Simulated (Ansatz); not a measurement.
# LiSe+ (singlet): the correlation ladder at distance Se1–Li2 = 3.094 Å, cc-pVDZ

The task here is to estimate one member of a computed series from the others.

The runs use Ansatz 0.2.0, Gaussian basis; cc-pVDZ, core rule «outside noble gas», up to 15 orbitals frozen.

Plan: UHF; CCSD(T) on RHF; CCSD(T) on UHF; BCCD(T) on RHF; CISD; CCSDT(Q) on RHF; CCSDT(Q) on UHF; CCSDTQ on RHF; CASSCF and MRCISD+Q, 2 electrons in 2 orbitals; CASSCF and NEVPT2, 2 electrons in 2 orbitals; Full CI.

67 further runs of the same task are left out: 49 for a known fault of the program, 11 that didn't finish, 7 set aside as unsound or not needed.

**What is computed**

The geometry derives from a PBE0/def2-TZVP stationary point (not a proven minimum). One bond is set to the value named and the two fragments are kept rigid. No spin-orbit coupling is included. The filled d shell of Se may be among the frozen orbitals whatever the setting's name suggests; the logs give the count.

2 atoms, charge 1, spin multiplicity 1.

Atoms are counted from 1 here; the program's logs count them from 0.

No contacts short enough for the rule that draws bonds.

The first run:

in.yaml

```yaml
crystal:
  periodic: [false, false, false]
  atoms:
    - {symbol: Se, position_ang: [0.000000, 0.000000, 0.000000]}
    - {symbol: Li, position_ang: [0.000000, 0.000000, 3.094000]}
basis:
  gaussian: {orbitals: cc-pVDZ}
total_charge: 1
magnetization: {spin_polarized: true, initial_magnetization: 0}
hamiltonian: {xc: hf}
output: {orbitals: {seedname: orbitals}}
```

Run with:

```
$ ansatz run in.yaml --threads 1 --pin off --events-out ev --progress --plain --max-ram 2393MiB
```

Among the steps run: UHF; CCSD(T) on RHF; CCSD(T) on UHF; BCCD(T) on RHF; CISD; CCSDT(Q) on RHF; CCSDT(Q) on UHF; CCSDTQ on RHF; CASSCF and MRCISD+Q, 2 electrons in 2 orbitals; CASSCF and NEVPT2, 2 electrons in 2 orbitals; Full CI.

One table of the session follows, with a row left open; its other results are not shown here.

```
       method  from FCI (kcal/mol)
          RHF               +76.85
         RMP2               +23.77
         CISD               +10.57
        RCCSD                +6.63
     RCCSD(T)                +3.77
      BCCD(T)                +3.84
       RCCSDT                +0.14
    RCCSDT(Q)                -0.05
      RCCSDTQ                 0.00
  CASSCF pair                    ?
  NEVPT2 pair                +9.50
  MRCISD pair                +2.61
MRCISD+Q pair                -0.67
          FCI                    0
```

Q: Estimate the row for CASSCF pair from the others.

As computed: from FCI (kcal/mol): +61.57. In the column «from FCI (kcal/mol)» it lies between RMP2 (+23.77) and RHF (+76.85).

Left out of the table: UHF, UMP2, UCCSD, UCCSD(T), UCCSDT, UCCSDT(Q) (another determinant or state than the rows shown).

To keep in mind: The report flags that the cluster equations may have other roots. The program flags RCCSDT(Q), RCCSDTQ as in doubt, so those rows may rest on another solution; read them beside their warnings. RCCSDT(Q), MRCISD+Q pair fall below full CI, which methods that aren't variational can do.
